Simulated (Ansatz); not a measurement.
# ClH₃NOSTa: how energies converge with the basis set

The task here is to estimate one member of a computed series from the others.

Method: one geometry, several basis sets; program: Ansatz 0.2.0, Gaussian basis.

The runs, in order: PBE0-D4/def2-SVP; ωB97M-V/def2-SVP; PBE0-D4/def2-QZVPP; ωB97M-V/def2-QZVPP; the functionals' def2-TZVPP values are taken from earlier runs.

## The geometry

An earlier PBE0-D4 in a triple-zeta def2 set relaxation fixed the geometry. Ta takes the def2 core potential; no spin-orbit term is included.

SMILES `[NH2][Ta]([OH])(=[S])[Cl]`, 8 atoms, charge 0, spin multiplicity 1.

Atoms are counted from 1 here; the program's logs count them from 0.

Bond lengths: N1–Ta2 1.955 Å, N1–H6 1.011 Å, N1–H7 1.009 Å, Ta2–O3 1.886 Å, Ta2–S4 2.157 Å, Ta2–Cl5 2.308 Å, O3–H8 0.958 Å. Angles: Ta2–N1–H6 123.3°, Ta2–N1–H7 125.7°, H6–N1–H7 110.8°, N1–Ta2–O3 108.8°, N1–Ta2–S4 106.1°, N1–Ta2–Cl5 110.1°, O3–Ta2–S4 111.8°, O3–Ta2–Cl5 108.8°, S4–Ta2–Cl5 111.2°, Ta2–O3–H8 132.4°.

The first run:

The input, in.yaml:

```yaml
crystal:
  periodic: [false, false, false]
  atoms:
    - {symbol: N, position_ang: [-0.817838, 1.233075, -0.062547]}
    - {symbol: Ta, position_ang: [0.444220, -0.225766, 0.256569]}
    - {symbol: O, position_ang: [0.332071, -1.451162, -1.172611]}
    - {symbol: S, position_ang: [-0.141051, -1.122235, 2.129620]}
    - {symbol: Cl, position_ang: [2.597576, 0.599407, 0.361678]}
    - {symbol: H, position_ang: [-0.895008, 1.717765, -0.946855]}
    - {symbol: H, position_ang: [-1.509948, 1.567129, 0.590866]}
    - {symbol: H, position_ang: [0.082279, -2.375312, -1.212520]}
basis:
  gaussian: {orbitals: def2-SVP}
hamiltonian: {xc: pbe0, dispersion: d4}
output: {orbitals: {seedname: orbitals}}
```

On the command line:

```bash
ansatz run in.yaml --threads 4 --pin off --events-out ev --progress --plain --max-ram 10444MiB
```

Steps of the session up to this table: PBE0-D4 in def2-SVP; ωB97M-V in def2-SVP; PBE0-D4 in def2-QZVPP; ωB97M-V in def2-QZVPP.

One table of the session follows, with a row left open; its other results are not shown here.

It belongs to the step «Functionals by basis». 

| functional | basis | HOMO (eV) | LUMO (eV) |
| --- | --- | --- | --- |
| PBE0-D4 | def2-SVP | -7.63 | -1.59 |
| PBE0-D4 | def2-TZVPP | ? | ? |
| PBE0-D4 | def2-QZVPP | -7.64 | -1.69 |
| ωB97M-V | def2-SVP | -9.67 | 0.54 |
| ωB97M-V | def2-TZVPP | -9.69 | 0.46 |
| ωB97M-V | def2-QZVPP | -9.73 | 0.36 |

**Question.** Estimate the row for PBE0-D4, def2-TZVPP.

**Answer.** HOMO (eV): -7.61; LUMO (eV): -1.63. In the column «HOMO (eV)» it is the highest.
